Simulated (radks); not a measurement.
# Ti⁴⁺ in [Ar]: an all-electron calculation

One table from this session's results is given with a row withheld; the runs are named, their logs left out.

Program: radks (a radial shooting solver on a logarithmic mesh, Libxc functionals) version 1. Level of theory: non-relativistic Kohn-Sham, Wu-Cohen GGA, spin-unpolarised, spherical densities, point nucleus. These are calculated values, not measurements, unless marked.

### The atom as given

```
element       : titanium (Z = 22)
charge        : +4
electrons     : 18
configuration : [Ar]
```

The outer shells:

Ti⁴⁺
```
[Ne] core
3s [↑↓]
3p [↑↓][↑↓][↑↓]
```

Set-up of the first run:

Input:

```text
Z 22
configuration [Ar] 4s0 3d0 4p0 4f0
relativity non-relativistic
functional wc,pbe
spin unpolarised
nucleus point
```

Steps of the session up to this table: Self-consistent calculation.

One table of the session follows, with a row left open; its other results are not shown here.

Sizes of the orbitals, from the radial functions (bohr):

```
level      <r>  outermost maximum (interpolated)  90 % within  nodes
   1s  0.07021                            0.0462        0.125      0
   2s        ?                                 ?            ?      ?
   2p   0.2909                             0.221        0.478      0
   3s   0.9811                             0.863         1.46      2
   3p    1.028                             0.883         1.56      1
   3d    1.141                             0.875         1.85      0
   4s    2.398                              2.24         3.43      3
```

Q: Estimate the row for 2s from the others.

The run gave: <r>: 0.3278; outermost maximum (interpolated): 0.271; 90 % within: 0.509; nodes: 1. In the column «<r>» it lies between 2p (0.2909) and 3s (0.9811).
